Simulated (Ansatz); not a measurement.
**BClH₂Se (SMILES ClB[SeH]): functionals against CCSD(T) at one geometry**

An exercise on one series of results from a longer session: the logs are not shown, and one member is left open.

Program: Ansatz 0.2.0, Gaussian basis. Level of theory: single points in def2-TZVPP. These are calculated values, not measurements.

Cores are frozen in the correlated methods. Filled d shells of the heavier atoms are correlated.

## Starting geometry

SMILES `ClB[SeH]`, 5 atoms, charge 0, spin multiplicity 1.

Atoms are counted from 1 here; the program's logs count them from 0.

Bond lengths: Cl1–B2 1.705 Å, B2–Se3 1.976 Å, B2–H4 1.203 Å, Se3–H5 1.580 Å. Angles: Cl1–B2–Se3 116.8°, Cl1–B2–H4 128.7°, Se3–B2–H4 114.2°, B2–Se3–H5 95.5°.

As a file:

```xyz
5
BClH2Se
Cl   -2.1707   -0.2765   -0.1738
B    -0.4701   -0.3862   -0.1059
Se    0.5203    1.2993    0.1830
H     0.2213   -1.3704   -0.1038
H     1.9557    0.6421    0.1232
```

The first run:

The input, run/in.yaml:

```yaml
crystal:
  periodic: [false, false, false]
  atoms:
    - {symbol: Cl, position_ang: [-2.170700, -0.276500, -0.173800]}
    - {symbol: B, position_ang: [-0.470100, -0.386200, -0.105900]}
    - {symbol: Se, position_ang: [0.520300, 1.299300, 0.183000]}
    - {symbol: H, position_ang: [0.221300, -1.370400, -0.103800]}
    - {symbol: H, position_ang: [1.955700, 0.642100, 0.123200]}
basis:
  gaussian: {orbitals: def2-TZVPP}
correlation: {method: ccsd_t}
output: {forces: true}
```

No record of the launch command was kept for these runs.

Among the steps run: CCSD(T)/def2-TZVPP; PBE0-D4/def2-TZVPP; wB97M-V/def2-TZVPP; r2SCAN-D4/def2-TZVPP; PBE-D4/def2-TZVPP; revPBE-D4/def2-TZVPP; HSE06-D4/def2-TZVPP.

One of the session's tables, all rows but one given; the rest of the session is left out.

| method | RMS force component (eV/Å) | angle to CCSD(T) forces (°) | dipole (D) |
| --- | --- | --- | --- |
| CCSD(T) | 0.949 | reference | 0.84 |
| PBE0-D4 | ? | ? | ? |
| wB97M-V | 0.956 | 3.4 | 0.82 |
| r2SCAN-D4 | 0.885 | 2.5 | 0.85 |
| PBE-D4 | 0.804 | 4.6 | 0.75 |
| revPBE-D4 | 0.817 | 7.3 | 0.73 |
| HSE06-D4 | 0.892 | 5.2 | 0.87 |

Estimate the missing values for PBE0-D4.

**Answer.** RMS force component (eV/Å): 0.894; angle to CCSD(T) forces (°): 5.3; dipole (D): 0.87. In the column «RMS force component (eV/Å)» it lies between HSE06-D4 (0.892) and CCSD(T) (0.949).
